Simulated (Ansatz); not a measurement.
# HF/STO-3G run of C3H7BO (SMILES CB1OC1C)

What is the energy change on altering one bond length of C3H7BO at HF/STO-3G? 

Program for the calculation: Ansatz 0.2.0.

34 further runs of the same task are left out: 34 set aside as unsound or not needed. Runs told in other sessions of the task aren't counted.

## Step 1: Starting point

C3H7BO has 12 atoms, charge 0, and is taken as a singlet. SMILES: `CB1OC1C`. Geometry: relaxed at PBE0-D4/def2-TZVP.

Bond lengths: C1–B2 1.544 Å, B2–O3 1.335 Å, B2–C4 1.517 Å, O3–C4 1.507 Å, C4–C5 1.497 Å, C1–H6 1.092 Å, C1–H7 1.094 Å, C1–H8 1.094 Å, C4–H9 1.089 Å, C5–H10 1.092 Å, C5–H11 1.094 Å, C5–H12 1.094 Å. Some angles: C1–B2–O3 138.6°, C1–B2–C4 157.9°, O3–B2–C4 63.4°, B2–O3–C4 64.2°, B2–C4–O3 52.4°, B2–C4–C5 125.1°, O3–C4–C5 114.6°, B2–C1–H6 112.7°, B2–C1–H7 110.1°, B2–C1–H8 110.3°.

## Step 2: The energy at HF/STO-3G

run.yaml

```yaml
crystal:
  periodic: [false, false, false]
  atoms:
    - symbol: C
      position_ang: [-2.115400, 0.231500, 0.008900]
    - symbol: B
      position_ang: [-0.616500, 0.286000, 0.375000]
    - symbol: O
      position_ang: [0.162400, 0.085400, 1.440000]
    - symbol: C
      position_ang: [0.876400, 0.454200, 0.165400]
    - symbol: C
      position_ang: [1.795500, -0.603000, -0.363000]
    - symbol: H
      position_ang: [-2.747100, -0.028900, 0.860100]
    - symbol: H
      position_ang: [-2.280800, -0.500400, -0.787600]
    - symbol: H
      position_ang: [-2.443000, 1.195200, -0.392100]
    - symbol: H
      position_ang: [1.330900, 1.439700, 0.259300]
    - symbol: H
      position_ang: [1.297300, -1.571500, -0.440800]
    - symbol: H
      position_ang: [2.679000, -0.722300, 0.271600]
    - symbol: H
      position_ang: [2.137900, -0.321100, -1.362700]
basis:
  gaussian:
    orbitals: STO-3G
hamiltonian:
  xc: hf
accuracy: high
output: {orbitals: {seedname: orbitals}}
```

Launch:

```bash
$ ansatz run run.yaml --threads 1 --pin off --max-ram 2610MiB --events-out events.jsonl --progress --plain --runs-dir runs
```

The log of the run:

```text
Warning: RAYON_NUM_THREADS=1 ignored (pool sized by the plan → 1); use --threads N
Functional definition: HF
  name "HF"
  exchange = exact_x
  correlation = 0
681 factors; integrals over basis functions are off by at most 4.7e-9 eV
mean field evaluation 1: about -5834.8287 eV, gradient 2.6e1 eV
mean field evaluation 2: about -5835.0460 eV, gradient 2.6e1 eV
mean field evaluation 4: about -5837.5438 eV, gradient 2.2e0 eV
mean field evaluation 8: about -5837.5647 eV, gradient 4.3e-2 eV
mean field -5837.56469386 eV, -214.5265456560 hartree, gradient 1.8e-8 eV, S^2 0.000000; 0 other end points of the search recorded, 0 dependent functions left out
reference -5837.56469386 eV, -214.5265456560 hartree; 19, 19 occupied and 13, 13 virtual orbitals, 681 factors
Total energy: -5837.56469386 eV, -214.5265456560 hartree
```

Wall time 0.3 s (1 thread of Arm Neoverse V2, shared host).

## Step 3: The distorted shape at the same level

molecule.yaml

```yaml
basis:
  gaussian: {orbitals: STO-3G}
crystal:
  periodic: [false, false, false]
  atoms:
    - {symbol: C, position_ang: [-2.864864, 0.204249, -0.174153]}
    - {symbol: B, position_ang: [-0.616500, 0.286000, 0.375000]}
    - {symbol: O, position_ang: [0.162400, 0.085400, 1.440000]}
    - {symbol: C, position_ang: [0.876400, 0.454200, 0.165400]}
    - {symbol: C, position_ang: [1.795500, -0.603000, -0.363000]}
    - {symbol: H, position_ang: [-3.496564, -0.056151, 0.677047]}
    - {symbol: H, position_ang: [-3.030264, -0.527651, -0.970653]}
    - {symbol: H, position_ang: [-3.192464, 1.167949, -0.575153]}
    - {symbol: H, position_ang: [1.330900, 1.439700, 0.259300]}
    - {symbol: H, position_ang: [1.297300, -1.571500, -0.440800]}
    - {symbol: H, position_ang: [2.679000, -0.722300, 0.271600]}
    - {symbol: H, position_ang: [2.137900, -0.321100, -1.362700]}
output: {orbitals: {seedname: orbitals}}
hamiltonian: {xc: hf}
accuracy: high
```

Launch:

```bash
$ ansatz run molecule.yaml --threads 1 --pin off --max-ram 2610MiB --events-out events.jsonl --progress --plain --runs-dir runs
```

The log of the run:

```text
Warning: RAYON_NUM_THREADS=1 ignored (pool sized by the plan → 1); use --threads N
[... 4 set-up lines as earlier in the session ...]
646 factors; integrals over basis functions are off by at most 4.1e-9 eV
mean field evaluation 1: about -5830.2483 eV, gradient 2.7e1 eV
mean field evaluation 2: about -5830.4409 eV, gradient 2.7e1 eV
mean field evaluation 4: about -5833.2622 eV, gradient 2.8e0 eV
mean field evaluation 8: about -5833.3069 eV, gradient 2.9e-4 eV
mean field -5833.30688619 eV, -214.3700741102 hartree, gradient 2.4e-8 eV, S^2 0.000000; 0 other end points of the search recorded, 0 dependent functions left out
reference -5833.30688619 eV, -214.3700741102 hartree; 19, 19 occupied and 13, 13 virtual orbitals, 646 factors
Total energy: -5833.30688619 eV, -214.3700741102 hartree
```

Wall time 0.28 s (1 thread of Arm Neoverse V2, shared host).

## Step 4: Results

At HF/STO-3G:

| quantity | value |
| --- | --- |
| first shape: total energy | -214.52655 Eh |
| first shape: HOMO energy | -8.76 eV |
| first shape: LUMO energy | 8.34 eV |
| first shape: HOMO–LUMO gap | 17.10 eV |
| distorted shape: total energy | -214.37007 Eh |
| distorted shape: HOMO energy | -7.85 eV |
| distorted shape: LUMO energy | 6.64 eV |
| distorted shape: HOMO–LUMO gap | 14.49 eV |
| energy change with the C1–B2 bond stretched from 1.544 to 2.316 Å | 4.258 eV |

In words: With the C1–B2 bond stretched from 1.544 to 2.316 Å the energy rises by 4.26 eV (98 kcal/mol). The first shape isn't relaxed at this level, so the change isn't measured from a minimum. The minimal basis adds a large error of its own.
